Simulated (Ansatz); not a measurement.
**CH₂InN: small, medium and large basis sets**

The task here is to estimate one member of a computed series from the others.

Program: Ansatz 0.2.0, Gaussian basis. Level of theory: one geometry, several basis sets. These are calculated values, not measurements.

Plan: PBE0-D4/def2-SVP; ωB97M-V/def2-SVP; PBE0-D4/def2-QZVPP; ωB97M-V/def2-QZVPP; the functionals' def2-TZVPP values are taken from earlier runs.

**The geometry**

All runs share one geometry, relaxed beforehand with PBE0-D4 in a triple-zeta def2 set. In takes the def2 core potential; no spin-orbit term is included.

5 atoms, charge 0, spin multiplicity 1.

Atoms are counted from 1 here; the program's logs count them from 0.

Bond lengths: C1–N2 1.144 Å, C1–H4 1.069 Å, In3–H5 1.851 Å. Angles: N2–C1–H4 179.8°.

Set-up of the first run:

in.yaml reads:

```yaml
crystal:
  periodic: [false, false, false]
  atoms:
    - {symbol: C, position_ang: [-0.269516, -1.469137, 0.497649]}
    - {symbol: N, position_ang: [0.129540, -0.432316, 0.225845]}
    - {symbol: In, position_ang: [1.243006, 2.039359, -0.349755]}
    - {symbol: H, position_ang: [-0.645018, -2.437810, 0.750396]}
    - {symbol: H, position_ang: [-0.408114, 2.226205, -1.165436]}
basis:
  gaussian: {orbitals: def2-SVP}
hamiltonian: {xc: pbe0, dispersion: d4}
output: {orbitals: {seedname: orbitals}}
```

The run is started by

```
ansatz run in.yaml --threads 2 --pin off --events-out ev --progress --plain --max-ram 4352MiB
```

Steps of the session up to this table: PBE0-D4 in def2-SVP; ωB97M-V in def2-SVP; PBE0-D4 in def2-QZVPP; ωB97M-V in def2-QZVPP.

One of the session's tables, all rows but one given; the rest of the session is left out.

It belongs to the step «Density functionals: the series». 

| functional | basis | HOMO (eV) | LUMO (eV) |
| --- | --- | --- | --- |
| PBE0-D4 | def2-SVP | -4.97 | -1.25 |
| PBE0-D4 | def2-TZVPP | -5.04 | -1.31 |
| PBE0-D4 | def2-QZVPP | -5.06 | -1.33 |
| ωB97M-V | def2-SVP | -6.92 | 0.38 |
| ωB97M-V | def2-TZVPP | -7.03 | 0.19 |
| ωB97M-V | def2-QZVPP | ? | ? |

Estimate the missing values for ωB97M-V, def2-QZVPP.

The run gave: HOMO (eV): -7.04; LUMO (eV): 0.13. In the column «HOMO (eV)» it is the lowest.
